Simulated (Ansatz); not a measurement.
# Y: the cost of one run

Computed with Ansatz 0.2.0 (DFT LDA, scalar-relativistic, unless a step's input says otherwise).

**1. The starting structure**

The structure is cubic, space group Fm-3m (No. 225). The conventional cell has a = 4.970 Å, b = 4.970 Å, c = 4.970 Å, α = 90.00°, β = 90.00°, γ = 90.00°. Y (site symmetry m-3m) is surrounded by 12 Y at 3.51 Å.

Structure file:

```
CELL_PARAMETERS angstrom
0.00000 2.48500 2.48500
2.48500 0.00000 2.48500
2.48500 2.48500 0.00000
ATOMIC_POSITIONS crystal
Y 0.00000 0.00000 0.00000
```

**2. After the deformation**

Space group Fm-3m before, R-3m after.

**3. LAPW, all electrons**

File input.yaml:

```yaml
crystal:
  lattice:
    - [0.02485, 2.497425, 2.497425]
    - [2.497425, 0.02485, 2.497425]
    - [2.497425, 2.497425, 0.02485]
  atoms:
    - { symbol: "Y", position: [0.0, 0.0, 0.0] }
kpoints:
  mp_grid: { grid: [13, 13, 13] }
  band_path:
    path:
      - [0.0, 0.0, 0.0]
      - [0.5, 0.5, 0.5]
      - [0.247543133, 0.5, 0.752456867]
      - [-0.247543133, 0.247543133, 0.5]
      - [0.0, 0.0, 0.5]
      - [0.0, 0.0, 0.0]
      - [-0.3737715665, 0.0, 0.3737715665]
      - [0.0, 0.3737715665, 0.6262284335]
      - [0.0, 0.5, 0.5]
    npoints: 5
scf:
  occupations: { method: fermi_dirac, width: 0.05 }
hamiltonian:
  xc: lda
  pseudopotentials: { kind: all_electron, lapw: { basis_error: 0.001 } }
output:
  forces: true
  stress: true
  eigenvalues: true
```

The run is started by

```bash
$ ansatz run input.yaml --threads 1 --pin off --max-ram 3072MiB --backend cpu --events-out ev --progress --plain --runs-dir out
```

What time and memory should one allow on 1 thread of Arm Neoverse V2, shared host?

About 14 s, with a peak of 0.32 GiB.
